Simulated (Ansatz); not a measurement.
# BSb2As3: the cost of one run

Method: DFT PBE, scalar-relativistic, plane waves, PAW, in Ansatz 0.2.0.

1 further run of the same task is left out (it didn't finish).

## Step 1: Starting point

Symmetry: P6/mmm, No. 191, hexagonal system. The conventional cell has a = 4.742 Å, b = 4.742 Å, c = 8.248 Å, α = 90.00°, β = 90.00°, γ = 120.00°. B (site symmetry 6/mmm) has 6 As at 2.74 Å as nearest neighbours. Sb (site symmetry -6m2) has 3 Sb at 2.74 Å and 3 As at 2.74 Å as nearest neighbours. As (site symmetry 6/mmm) has 6 Sb at 2.74 Å as nearest neighbours. As (site symmetry -6m2) has 3 As at 2.74 Å and 3 B at 2.74 Å as nearest neighbours.

As a file:

```
CELL_PARAMETERS angstrom
4.74199 0.00000 0.00000
-2.37100 4.10669 0.00000
0.00000 0.00000 8.24836
ATOMIC_POSITIONS crystal
B 0.00000 0.00000 0.50000
Sb 0.33333 0.66667 0.00000
Sb 0.66667 0.33333 0.00000
As 0.00000 0.00000 0.00000
As 0.33333 0.66667 0.50000
As 0.66667 0.33333 0.50000
```

A structure generator made this guess: random cell by space group and Wyckoff sites (P6/mmm, No. 191). Its size is a rough estimate.

## Step 2: A first look at the guess

Contents of input.yaml:

```yaml
crystal:
  lattice:
    - [4.74199155, 0.0, 0.0]
    - [-2.37099577, 4.10668514, 0.0]
    - [0.0, 0.0, 8.24836202]
  atoms:
    - { symbol: B, position: [0.0, 0.0, 0.5] }
    - { symbol: Sb, position: [0.33333333, 0.66666667, 0.0] }
    - { symbol: Sb, position: [0.66666667, 0.33333333, 0.0] }
    - { symbol: As, position: [0.0, 0.0, 0.0] }
    - { symbol: As, position: [0.33333333, 0.66666667, 0.5] }
    - { symbol: As, position: [0.66666667, 0.33333333, 0.5] }
basis:
  ecutwfc: 420
kpoints:
  mp_grid: { grid: [6, 6, 2] }
hamiltonian:
  xc: pbe
scf:
  occupations: { method: gaussian, width: 0.1 }
  lower_state_search: "off"
output:
  forces: true
  stress: true
  eigenvalues: true
```

Run with:

```bash
ansatz run input.yaml --threads 1 --pin off --max-ram 2560MiB --backend cpu --events-out ev --progress --plain --runs-dir out
```

Q: Estimate wall time and peak memory on 1 thread of Intel Xeon at 2.70GHz, shared host.

About 6.8 s, with a peak of 0.46 GiB.
